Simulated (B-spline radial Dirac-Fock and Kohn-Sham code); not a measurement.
# An X-ray data sheet for Pm³¹⁺, step by step

Aim: for the Pm³¹⁺ ion, compute its X-ray form factor and Compton profile, the binding energy of each subshell and how cheaper methods do for the levels.

The numbers are computed with B-spline radial Dirac-Fock and Kohn-Sham code (version 2): a free atom or ion on a radial basis; each step names its model.

## (1) The atom as given

Pm³¹⁺, configuration [Ar] 3d10 4s2.

```yaml
nuclear_charge: 61
electrons: 30
mass_number: 145
nuclear_rms_radius: 4.962 fm
```

Outer shells as boxes (Hund's rule, for the drawing alone; heavy ions are jj-coupled, and the calculation averages over the configuration):

```
[Ar] core
3d [↑↓][↑↓][↑↓][↑↓][↑↓]
4s [↑↓]
```

## (2) Scattering by the electron cloud

Model: Dirac-Fock average of configuration, finite nucleus; form factor of the spherical density, Waller-Hartree incoherent function, impulse-approximation Compton profiles.

Settings, as recorded:

```ini
task = scatter
Z = 61
charge = 31
configuration = 1s2 2s2 2p6 3s2 3p6 3d10 4s2
mass_number = 145
rms_radius = 4.962  # fm
s = [0.0, 0.08, 0.1, 0.13, 0.16, 0.19, 0.24, 0.29, 0.36, 0.44, 0.55, 0.68, 0.84, 1.03, 1.27, 1.57, 1.94, 2.39, 2.95, 3.64, 4.49, 5.54, 6.83]  # 1/A
pz = [0, 0.1, 0.2, 0.3, 0.4, 0.5, 0.6, 0.8, 1.0, 1.2, 1.4, 1.6, 1.8, 2.0, 2.5, 3.0, 4.0, 5.0, 7.0, 10.0, 15.0, 20.0, 30.0, 40.0, 60.0, 100.0]  # a.u.
photon_energy = [5000, 8047.8, 10000, 20000, 30000, 100000, 200000, 500000]  # eV
```

## (3) Core and valence levels

Model: Dirac-Fock average of configuration, Delta-SCF, finite nucleus, first-order Breit with its frequency dependence, self-energy and vacuum polarisation.

Recorded inputs:

```ini
task = binding
```

## (4) The levels by Dirac LDA

Model: Dirac-Kohn-Sham LDA (Slater exchange, VWN correlation), finite nucleus, spherical and without spin polarisation.

The run's settings:

```ini
task = binding-ladder
method = lda,vwn
relativity = dirac
```

## (5) The levels by non-relativistic HF

Model: non-relativistic Hartree-Fock, average of configuration, point nucleus.

The run's settings:

```ini
task = binding-ladder
method = hf
relativity = nr
```

(Steps that only read results are left out.)

What does the calculation give? Wanted: rms radius of the electron cloud; form factor halves at; Compton profile at zero; deepest level listed, K; least bound, N1; Kα1; Dirac LDA, K: eigenvalue / ΔSCF; non-relativistic HF, 1s: eigenvalue / ΔSCF.

As calculated:

| quantity | value |
| --- | --- |
| rms radius of the electron cloud | 0.252 bohr |
| form factor halves at | 1.5 1/Å |
| Compton profile at zero | 1.599 1/a.u. |
| deepest level listed, K (1s) | 46382.8 eV |
| least bound, N1 (4s) | 1261.1 eV |
| Kα1 | 38750.6 eV |
| ionisation energy, NIST (theoretical) | 1261.00 eV |
| Dirac LDA, K: eigenvalue / ΔSCF | 46100.1 / 46555.5 eV |
| non-relativistic HF, 1s: eigenvalue / ΔSCF | 44173.6 / 44128.7 eV |

The form factor starts at the 30 electrons and halves by s = 1.5 1/Å. Incoherent scattering outweighs coherent from 200 keV on, among the energies asked. For K (1s), relaxation takes off 50.0 eV, Breit terms shift it by -121.41 and QED by -62.63 eV. NIST's ionisation energy differs by -0.05 eV from the least binding energy, within its stated uncertainty. Dirac LDA misses the K level by -0.6 % with its eigenvalue and by +0.4 % with ΔSCF. Breit and QED terms, which only the reference holds, shift this level by tenths of a per cent, so the eigenvalue's nearness can be cancellation. Non-relativistic HF misses the 1s level by -4.8 % with its eigenvalue and by -4.9 % with ΔSCF, as relativity is missing. The Hartree-Fock and Dirac-Fock values hold no electron correlation.
